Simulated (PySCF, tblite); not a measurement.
# C5H5ClO2Si: geometry, infrared bands and NMR shifts

Aim: predict the infrared bands and NMR shifts of C5H5ClO2Si (`O=C(Cl)c1ccc([SiH3])o1`).

The runs use tblite 0.8.0 and PySCF 2.14.0, with density-fitted response routines of our own; the level of theory stands in each step. All values are computed, except where a source is named. Atoms count from 0, in the outputs and in this text.

### 1 Starting geometry

14 atoms, charge 0, multiplicity 1; geometry from: force field or distance geometry start.

Bonds of the start (Å): O0–C1 1.24, C1–Cl2 1.74, C1–C3 1.45, C3–C4 1.39, C4–C5 1.42, C5–C6 1.39, C6–Si7 1.86, C6–O8 1.38, O8–C3 1.36, C4–H9 1.08, C5–H10 1.08, Si7–H11 1.48, Si7–H12 1.49, Si7–H13 1.49.

### 2 Geometry optimisation with GFN2-xTB

The job: settings as JSON, then the geometry in Å.

```
{"job": {"kind": "relax", "xc": "GFN2-xTB", "basis": "xTB"}, "charge": 0, "multiplicity": 1}
O      3.754400     0.193700     0.113900
C      2.667200     0.799800     0.121600
Cl     2.554500     2.534200     0.264100
C      1.402500     0.099100     0.034700
C      1.131800    -1.259700    -0.059500
C     -0.279700    -1.391600    -0.117900
C     -0.816400    -0.110800    -0.036300
Si    -2.554200     0.556500    -0.024800
O      0.227700     0.780200     0.065200
H      1.868400    -2.048100    -0.102700
H     -0.840500    -2.313900    -0.202400
H     -2.768700     1.460800    -1.182400
H     -2.835300     1.281700     1.247700
H     -3.512100    -0.582400    -0.143400
```

The run is started by

```
$ OMP_NUM_THREADS=1 python probes_run.py task.json out
```

This one command runs all jobs of the session in turn.

**Question.** This job is followed by: GFN2-xTB harmonic vibrations, gas phase; GIAO PBE0/pcSseg-1 NMR shielding, non-relativistic, gas phase. Predict these results of the whole session: strongest single infrared mode (GFN2-xTB); zero-point energy (GFN2-xTB); 13C shifts against TMS (PBE0/pcSseg-1); 1H shifts against TMS (PBE0/pcSseg-1, means over atoms taken as alike); 17O shifts against H2O (PBE0/pcSseg-1); 35Cl shifts against HCl (PBE0/pcSseg-1); 29Si shifts against TMS (PBE0/pcSseg-1).

**Answer**, as computed:

```
                                                              quantity                                  value
                             strongest single infrared mode (GFN2-xTB)                  1785 cm⁻¹, 589 km/mol
                                          zero-point energy (GFN2-xTB)                          51.5 kcal/mol
                                13C shifts against TMS (PBE0/pcSseg-1)  165.7, 164.2, 157.4, 132.4, 129.7 ppm
1H shifts against TMS (PBE0/pcSseg-1, means over atoms taken as alike)                   7.74, 7.23, 4.52 ppm
                                17O shifts against H2O (PBE0/pcSseg-1)                       541.0, 337.4 ppm
                               35Cl shifts against HCl (PBE0/pcSseg-1)                                430 ppm
                               29Si shifts against TMS (PBE0/pcSseg-1)                              -84.2 ppm
```

What this shows: Over 42 steps the energy fell by 0.206 eV; of the close pairs, O0–C1 changed most, 1.245 to 1.192 Å. All 36 modes are real, so the xTB geometry is a minimum. The strongest single mode, at 1785 cm⁻¹, moves mainly C1 and O0. Unscaled tight-binding wavenumbers are off by several per cent, some by more. Its intensities can rank the bands wrongly. NICS(1)zz of -25 ppm above the planar ring from C3 marks a diatropic (aromatic) ring current.
